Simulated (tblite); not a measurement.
# C5H9ClFSi: the cost of one run

Computed with tblite 0.8.0 and PySCF 2.14.0, with density-fitted response routines of our own, on a single molecule in the gas phase. Atoms count from 0, in the outputs and in this text.

## (1) The molecule as given

17 atoms, charge 0, multiplicity 2; geometry from: force field or distance geometry start.

Bonds of the start (Å): C0–C1 1.51, C1–C2 1.33, C2–Si3 1.89, C2–C4 1.54, C4–Cl5 1.81, C4–C6 1.53, C6–F7 1.36, C0–H8 1.10, C0–H9 1.09, C0–H10 1.09, C1–H11 1.10, Si3–H12 1.50, Si3–H13 1.48, C4–H14 1.09, C6–H15 1.09, C6–H16 1.10.

## (2) Optimising the geometry with GFN2-xTB

The job: settings as JSON, then the geometry in Å.

```
{"job": {"kind": "relax", "xc": "GFN2-xTB", "basis": "xTB"}, "charge": 0, "multiplicity": 2}
C      2.470300     0.104600     0.741500
C      1.197900    -0.535700     0.236200
C      0.090100     0.028100    -0.248200
Si    -0.153800     1.896300    -0.444600
C     -1.093200    -0.848300    -0.686800
Cl    -1.312100    -0.767700    -2.478100
C     -2.426300    -0.614500     0.025100
F     -2.945800     0.604800    -0.270100
H      2.647100    -0.197300     1.780400
H      2.439600     1.197300     0.717400
H      3.306800    -0.232800     0.136900
H      1.242300    -1.632000     0.308000
H     -0.213400     2.477000     0.937000
H      1.038900     2.454300    -1.127400
H     -0.831100    -1.886300    -0.505900
H     -3.165900    -1.372800    -0.249700
H     -2.298200    -0.663000     1.118300
```

The run is started by

```
> OMP_NUM_THREADS=1 python probes_run.py task.json out
```

The driver reads the jobs from task.json and runs them one after another.

Q: Estimate the wall time of this first job on 1 thread of Arm Neoverse V1, shared host.

About 1.3 s.
